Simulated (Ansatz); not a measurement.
CH₂F₂SSi, SMILES FC1S[SiH]1F, a comparison of dispersion corrections

Computed with the Ansatz DFT code, driven from Python.

The script, `disp_ch2f2ssi.py`:
```python
"""Size of D3 and D4 in CH2F2SSi."""

import logging
import sys
import warnings

import ansatz

logging.basicConfig(stream=sys.stdout, format="%(levelname)s %(message)s")
log = logging.getLogger("calc")
log.setLevel(logging.INFO)

BASIS = "def2-SVP"

warnings.simplefilter("ignore", ansatz.DeckWarning)

geometry_ang = [
    ("F", (-0.4126, -1.5496, 1.2825)),
    ("C", (-0.2149, -0.2104, 0.841)),
    ("S", (1.3816, 0.2375, 0.6619)),
    ("Si", (-0.0253, 0.1228, -0.9247)),
    ("F", (-0.4007, 1.6078, -1.3856)),
    ("H", (-0.8364, 0.4716, 1.422)),
    ("H", (0.5696, -0.7477, -1.9429)),
]
ch2f2ssi = ansatz.Crystal.molecule()
for symbol, xyz in geometry_ang:
    ch2f2ssi = ch2f2ssi.atom(symbol, xyz)

job = ch2f2ssi.calculation().basis(gaussian=BASIS)
for name in ["pbe0", "pbe"]:
    for correction in ("d3bj", "d4"):
        rep = job.functional(name, dispersion=correction).run(threads=1, backend="cpu").report
        log.info(f"{name:8s} {correction:5s} total {rep['free_energy_ev']:.5f} eV, of which dispersion {1000 * rep['dispersion']['energy']['ev']:.2f} meV")
```

```console
$ python disp_ch2f2ssi.py
INFO pbe0     d3bj  total -25192.33299 eV, of which dispersion -142.51 meV
INFO pbe0     d4    total -25192.33523 eV, of which dispersion -144.75 meV
INFO pbe      d3bj  total -25190.72431 eV, of which dispersion -160.81 meV
INFO pbe      d4    total -25190.73693 eV, of which dispersion -173.43 meV
```

Reading the output:
- Total energies depend on the basis set; only differences at equal settings carry meaning.
- The geometry is a force-field or estimated start, not a minimum of this method, and the basis set is short of its limit. D4 holds the three-body term, and d3bj doesn't.
- The whole script took 7.5 s on 1 thread of Intel(R) Xeon(R) CPU @ 2.60GHz (Ice Lake) (shared host), peak memory 0.23 GiB.
